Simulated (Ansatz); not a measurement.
# Te: pressure up to the limit of the methods

The task here is to estimate one member of a computed series from the others.

Program: Ansatz 0.2.0. Level of theory: DFT, PBEsol, PAW with Ansatz's default frozen-core files, scalar-relativistic. These are calculated values, not measurements.

1 further run of the same task is left out (it didn't finish). Runs told in other sessions of the task aren't counted.

### The structure to begin with

It takes space group Pm-3m (No. 221, cubic). The conventional cell has a = 3.152 Å, b = 3.152 Å, c = 3.152 Å, α = 90.00°, β = 90.00°, γ = 90.00°. Te (site symmetry m-3m) is surrounded by 6 Te at 3.15 Å.

Structure file:

```cif
data_structure
_symmetry_space_group_name_H-M 'P 1'
_symmetry_Int_Tables_number 1
_cell_length_a 3.1522
_cell_length_b 3.1522
_cell_length_c 3.1522
_cell_angle_alpha 90.000
_cell_angle_beta 90.000
_cell_angle_gamma 90.000
_cell_volume 31.32
loop_
_atom_site_label
_atom_site_type_symbol
_atom_site_fract_x
_atom_site_fract_y
_atom_site_fract_z
_atom_site_occupancy
Te1 Te 0.00000 0.00000 0.00000 1
```

Whether this phase is the stable one at these pressures isn't tested.

Set-up of the first run:

Input file input.yaml:

```yaml
crystal:
  lattice:
    - [3.1521527235, 0.0, 0.0]
    - [0.0, 3.1521527235, 0.0]
    - [0.0, 0.0, 3.1521527235]
  atoms:
    - { symbol: Te, position: [0.0, 0.0, 0.0] }
kpoints:
  mp_grid: { grid: [13, 13, 13] }
scf:
  occupations: { method: fermi_dirac, width: 0.08 }
hamiltonian:
  xc: pbesol
  pseudopotentials: { kind: paw }
output:
  forces: true
  stress: true
relax:
  f_tol: 0.005
  max_steps: 40
  cell: {}
```

Launch:

```sh
> ansatz run input.yaml --threads 1 --pin off --max-ram 2048MiB --backend cpu --events-out ev --progress --plain --runs-dir out
```

Among the steps run: Cell relaxed at zero pressure, PAW; Volume scaled by 1, PAW; Volume scaled by 0.88, PAW; Volume scaled by 0.78, PAW; Volume scaled by 0.68, PAW; Volume scaled by 0.58, PAW; Volume scaled by 0.5, PAW; Volume scaled by 0.43, PAW; Volume scaled by 0.43, PAW (cutoff 1000 eV).

One table of the session follows, with a row left open; its other results are not shown here.

```
              method  volume over the first  volume (Å³/atom)  pressure (GPa)
                 PAW                      1            31.259            0.00
                 PAW                   0.88            27.507           10.06
                 PAW                   0.78            24.382           25.78
                 PAW                   0.68            21.256           51.09
                 PAW                   0.58            18.130           98.32
                 PAW                    0.5                 ?               ?
                 PAW                   0.43            13.441          286.69
PAW (cutoff 1000 eV)                   0.43            13.441          286.57
```

Q: Estimate the row for PAW, 0.5 from the others.

**Answer.** volume (Å³/atom): 15.629; pressure (GPa): 169.01. In the column «volume (Å³/atom)» it lies between PAW (cutoff 1000 eV), 0.43 (13.441) and PAW, 0.58 (18.130).
